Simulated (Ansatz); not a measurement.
# AlNi: the cost of one run

Program: Ansatz 0.2.0. Level of theory: DFT PBEsol, scalar-relativistic, plane waves, PAW. These are calculated values, not measurements.

4 further runs of the same task are left out: 1 for a known fault of the program, 3 set aside as unsound or not needed. Runs told in other sessions of the task aren't counted.

## (1) The system as given

The structure is tetragonal, space group P4/mmm (No. 123). The conventional cell has a = 2.858 Å, b = 2.858 Å, c = 2.869 Å, α = 90.00°, β = 90.00°, γ = 90.00°. Around Al (site symmetry 4/mmm) lie 8 Ni at 2.48 Å. Ni (site symmetry 4/mmm) is surrounded by 8 Al at 2.48 Å.

As a file:

```
Al Ni
1.0
     2.02120   -2.02115    0.00000
     2.02120    2.02115    0.00000
     0.00000    0.00000    2.86887
Al Ni
1 1
Direct
  0.00000 0.00000 0.00000
  0.50000 0.50000 0.50000
```

It goes back to an entry of the Materials Project, which need not be the stable form.

It is the result of an earlier relaxation at this level (volume 11.72 Å³/atom; gap on the mesh: none (metal)).

## (2) The scan

The energy is mapped over two homogeneous strains; x, y and z are the crystal's own axes (z along the conventional c), which in the input's Cartesian frame point along (0.71, -0.71, 0.00), (0.71, 0.71, 0.00), (0.00, 0.00, 1.00).

- normal strain along x: 7 values from −11.0 to 11.0 %
- normal strain along y: 7 values from −11.0 to 11.0 %

Nothing else is relaxed (symmetry fixes all fractional coordinates). Energies count from the relaxed crystal. Points are written as (first, second).

## (3) Point (−11.0 %, 7.3 %)

Input file input.yaml:

```yaml
crystal:
  lattice:
    - [1.7988676817, -1.7988198794, 0.0]
    - [2.1693437309, 2.1693057737, 0.0]
    - [0.0, 0.0, 2.8688666979]
  atoms:
    - { symbol: Al, position: [0.0, 0.0, 0.0] }
    - { symbol: Ni, position: [0.5, 0.5, 0.5] }
basis:
  ecutwfc: 520.0
kpoints:
  mp_grid: { grid: [16, 16, 16] }
hamiltonian:
  xc: pbesol
  pseudopotentials: { kind: paw, azcp: { folder: soft_1 } }
scf:
  occupations: { method: gaussian, width: 0.15 }
output:
  forces: true
  stress: true
  eigenvalues: true
```

Launch:

```
ansatz run input.yaml --threads 2 --pin off --max-ram 4096MiB --backend cpu --events-out ev --progress --plain --runs-dir out
```

Q: Estimate wall time and peak memory on 2 threads of Arm Neoverse N1, shared host.

About 24 s, with a peak of 0.7 GiB.
